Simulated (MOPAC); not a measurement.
**C3H10Si2 (SMILES C=C([SiH3])C[SiH3]) at PM7**

Wanted: a structure relaxation of C3H10Si2. 

The calculation is run with MOPAC 23.2.5.

5 further runs of the same task are left out: 5 set aside as unsound or not needed.

## (1) The molecule

C3H10Si2: 15 atoms, total charge 0, spin state singlet. SMILES: `C=C([SiH3])C[SiH3]`. All atoms were displaced at random from a relaxed shape. The run starts from this shape.

Bond lengths: C1–C2 1.316 Å, C2–Si3 1.893 Å, C2–C4 1.500 Å, C4–Si5 1.887 Å, C1–H6 1.106 Å, C1–H7 1.088 Å, Si3–H8 1.462 Å, Si3–H9 1.478 Å, Si3–H10 1.489 Å, C4–H11 1.110 Å, C4–H12 1.091 Å, Si5–H13 1.490 Å, Si5–H14 1.500 Å, Si5–H15 1.488 Å. Some angles: C1–C2–Si3 119.6°, C1–C2–C4 122.7°, Si3–C2–C4 117.7°, C2–C4–Si5 111.7°, C2–C1–H6 122.9°, C2–C1–H7 122.1°, C2–Si3–H8 109.5°, C2–Si3–H9 108.4°, C2–Si3–H10 111.7°, C2–C4–H11 111.1°.

## (2) A geometry optimisation at PM7

run.mop

```
CYCLES=300 GRADIENTS BONDS GNORM=0.05 DISP EF PM7 THREADS=1 AUX(PRECISION=6)
C3H10Si2, PM7
C=C([SiH3])C[SiH3]
C -0.132006 1 0.036899 1 1.894800 1
C -0.379616 1 -0.191960 1 0.622843 1
Si -2.000727 1 0.420049 1 -0.139839 1
C 0.564981 1 -0.947813 1 -0.263378 1
Si 1.769787 1 0.207484 1 -1.143535 1
H -0.809792 1 0.623321 1 2.542218 1
H 0.776129 1 -0.315271 1 2.379169 1
H -2.782415 1 -0.723670 1 -0.606079 1
H -2.749869 1 1.167452 1 0.891906 1
H -1.758341 1 1.299502 1 -1.316609 1
H 1.172471 1 -1.667485 1 0.323319 1
H 0.057668 1 -1.543240 1 -1.023249 1
H 2.640259 1 0.871328 1 -0.133175 1
H 1.023624 1 1.244003 1 -1.930410 1
H 2.631421 1 -0.567618 1 -2.076551 1
```

Command:

```sh
$ mopac run.mop
```

**Question.** What will come out? Wanted: total energy at the end; dipole moment; HOMO energy; LUMO energy; HOMO–LUMO gap; dispersion energy; heat of formation.

Answer, from the run:

Level: PM7.

| quantity | value |
| --- | --- |
| total energy at the end | -25.92462 Eh |
| dipole moment | 0.61 D |
| HOMO energy | -9.86 eV |
| LUMO energy | 0.78 eV |
| HOMO–LUMO gap | 10.64 eV |
| dispersion energy | -2.61 kJ/mol |
| heat of formation | 11.6 kcal/mol |

In words: At the final geometry: Bond lengths: C1–C2 1.341 Å, C2–Si3 1.841 Å, C2–C4 1.505 Å, C4–Si5 1.870 Å, C1–H6 1.082 Å, C1–H7 1.084 Å, Si3–H8 1.455 Å, Si3–H9 1.454 Å, Si3–H10 1.455 Å, C4–H11 1.125 Å, C4–H12 1.121 Å, Si5–H13 1.454 Å, Si5–H14 1.454 Å, Si5–H15 1.455 Å. Some angles: C1–C2–Si3 119.9°, C1–C2–C4 120.3°, Si3–C2–C4 119.8°, C2–C4–Si5 112.3°, C2–C1–H6 126.8°, C2–C1–H7 123.2°, C2–Si3–H8 108.9°, C2–Si3–H9 110.3°, C2–Si3–H10 110.9°, C2–C4–H11 109.5°. The optimisation took 75 steps and changed the energy by -0.189 eV.
